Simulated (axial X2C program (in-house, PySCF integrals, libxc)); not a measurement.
# BrGa⁻: EOM-EA-CCSD levels

Aim: EOM-EA-CCSD levels of BrGa⁻, with spin–orbit coupling in the Hamiltonian from the start.

Program: an in-house X2C program for linear molecules on PySCF integrals. Level of theory: two-component X2C with atomic mean-field terms, Br dyall-acv3z, Ga dyall-acv3z. These are calculated values, not measurements.

**1. Input**

task.json

```json
{"zs": [35, 31], "q": -1, "bas": ["dyall-acv3z", "dyall-acv3z"], "r0": 2.38, "eom": "ea", "thr": -1.0, "nmax": 92, "grid": [1, 0.96, 1.045, 0.92, 1.09, 1.15], "rq": 0}
```

Keys: zs atomic numbers; q charge; bas basis sets; r0 starting distance in Å; eom kind of EOM run; thr threshold in hartree for freezing inner shells (an s shell follows its p shell); nmax most natural virtual spinors; grid distances as factors.

Command:

```console
$ python soeom.py task.json out
```

The runs that follow: EOM-EA-CCSD at 2.374 Å.

Q: Predict the outcome of this session. Wanted: next root led by one particle; T1 of the reference.

As calculated:

| quantity | value |
| --- | --- |
| lowest root at 2.374 Å | Ω = 1/2, 0.096 eV |
| next root led by one particle | Ω = 3/2, about 310 cm⁻¹ higher |
| T1 of the reference | 0.012 |

In words: The added electron is bound by 0.10 eV in a spinor of 80% Ga pπ, 6% Br dπ. Errors of 0.1 to 0.3 eV are usual at this size, and roots led by higher excitations are left out, so the list is incomplete, and low states of that kind can be missing.
